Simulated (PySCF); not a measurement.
# CH7NOSi3: the cost of one run

Programs: PySCF 2.14.0, with density-fitted response routines of our own. Each step states its level of theory. These are calculated values for one molecule in the gas phase, unless marked as measured. Atoms count from 0, in the outputs and in this text.

### Step 1. The starting structure

13 atoms, charge 0, multiplicity 1; geometry from: GFN2-xTB. The atoms were then displaced at random by about 0.01 Å, so the start is not that level's minimum.

Bonds of the start (Å): N0–C1 1.13, C1–Si2 1.88, Si2–Si3 2.26, Si2–O4 1.64, O4–Si5 1.63, Si2–H6 1.47, Si3–H7 1.48, Si3–H8 1.48, Si3–H9 1.48, Si5–H10 1.46, Si5–H11 1.46, Si5–H12 1.47.

### Step 2. Geometry optimisation at PBE0-D3(BJ)/def2-SVP

What the job is given:

```
{"job": {"xc": "PBE0", "basis": "def2-SVP", "d3": "d3bj", "grid": 1, "shake": 0.01, "kind": "geom"}, "charge": 0, "multiplicity": 1}
N      0.634000     2.973840    -1.395660
C      0.341060     1.886380    -1.284020
Si    -0.169460     0.094260    -1.049730
Si    -2.204460    -0.042290    -0.073380
O      0.961480    -0.551120    -0.060940
Si     1.949790    -0.837690     1.198560
H      0.142770    -0.529250    -2.338720
H     -3.204370     0.697520    -0.876130
H     -2.705870    -1.428950     0.027020
H     -2.292750     0.493570     1.303630
H      2.561970    -2.126060     0.879420
H      2.916660     0.256750     1.280200
H      1.074990    -0.903850     2.379420
```

Run with:

```console
$ OMP_NUM_THREADS=1 python probes_run.py task.json out
```

The driver reads the jobs from task.json and runs them one after another.

Q: Estimate the wall time and peak memory of this first job on 1 thread of Arm Neoverse V2, shared host.

About 87 s, with a peak of 0.56 GiB.
